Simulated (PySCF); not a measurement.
# SrC⁻ at other levels of theory

Starting from one script, swap the method and compare what comes out for SrC⁻.

The runs use PySCF 2.14.0; each script names its method and basis.

8 further runs of the same task are left out: 8 that didn't finish.

## Step 1: The starting structure

SrC⁻: 2 atoms, charge -1, spin multiplicity 2.

Bond lengths: Sr1–C2 2.520 Å.

## Step 2: The run that the others are compared with

Input file input.py:

```python
from pyscf import gto, scf

mol = gto.M(
    atom='Sr 0 0 0; C 0 0 2.52',
    basis='sbkjc',
    ecp={'Sr': 'sbkjc', 'C': 'sbkjc'},
    charge=-1,
    spin=1,
    verbose=3,
)
mf = scf.UHF(mol)
mf.kernel()
mf.nuc_grad_method().kernel()
mf.dip_moment()
print('orbital energies (hartree):', [e[max(0, n-3):n+3].round(4) for e, n in zip(mf.mo_energy, mol.nelec)])
```

Command:

```sh
OMP_NUM_THREADS=1 python input.py
```

## Step 3: MP2

Variant 1 changes step after the SCF: gradient → mp2.

input.py, as its differences from that of step 2:

```diff
@@ -1,2 +1,2 @@
-from pyscf import gto, scf
+from pyscf import gto, scf, mp
 
@@ -12,3 +12,3 @@
 mf.kernel()
-mf.nuc_grad_method().kernel()
+mp.MP2(mf).kernel()
 mf.dip_moment()
```

## Step 4: RHF

Variant 2 changes SCF type: UHF → RHF.

Input file input.py:

```python
from pyscf import gto, scf

mol = gto.M(
    atom='Sr 0 0 0; C 0 0 2.52',
    basis='sbkjc',
    ecp={'Sr': 'sbkjc', 'C': 'sbkjc'},
    charge=-1,
    spin=1,
    verbose=3,
)
mf = scf.RHF(mol)
mf.kernel()
mf.nuc_grad_method().kernel()
mf.dip_moment()
print('orbital energies (hartree):', mf.mo_energy[..., max(0, mol.nelec[1]-3):mol.nelec[0]+3].round(4))
```

## Step 5: Geometry optimisation

Variant 3 changes step after the SCF: gradient → optimize.

Input file input.py:

```python
from pyscf import gto, scf
from pyscf.geomopt.geometric_solver import optimize

mol = gto.M(
    atom='Sr 0 0 0; C 0 0 2.52',
    basis='sbkjc',
    ecp={'Sr': 'sbkjc', 'C': 'sbkjc'},
    charge=-1,
    spin=1,
    verbose=3,
)
mf = scf.UHF(mol)
mf.kernel()
mol_eq = optimize(mf, maxsteps=30)
print('optimised geometry (angstrom)')
print(mol_eq.tostring('raw'))
print('orbital energies (hartree):', [e[max(0, n-3):n+3].round(4) for e, n in zip(mf.mo_energy, mol.nelec)])
```

## Step 6: Stability test

Variant 4 changes step after the SCF: gradient → stability.

input.py, as its differences from that of step 2:

```diff
@@ -12,3 +12,3 @@
 mf.kernel()
-mf.nuc_grad_method().kernel()
+mf.stability(internal=True, external=True)
 mf.dip_moment()
```

## Step 7: SCF alone

Variant 5 changes step after the SCF: gradient → none.

input.py, as its differences from that of step 2:

```diff
@@ -12,3 +12,2 @@
 mf.kernel()
-mf.nuc_grad_method().kernel()
 mf.dip_moment()
```

**Question.** What will these runs give? Wanted: for each run, E(SCF); from base; after the SCF.

**Answer**, as computed:

| run | E(SCF) (hartree) | from base (eV) | after the SCF |
| --- | --- | --- | --- |
| base | -5.830418 | 0 | n/a |
| MP2 | -5.830418 | 0.0000 | MP2 correlation -1.375 eV |
| RHF | -5.746481 | +2.2841 | n/a |
| geometry optimisation | -5.830418 | 0.0000 | bond 2.612 Å, -0.015 eV |
| stability test | -5.830418 | 0.0000 | unstable: internal, real -> complex, UHF/UKS -> GHF/GKS |
| SCF alone | -5.830418 | 0.0000 | n/a |

SCF columns refer to the geometry typed in the script.

What this shows: Total energies from different bases, Hamiltonians or methods carry different errors, so properties are taken as differences within one set-up.
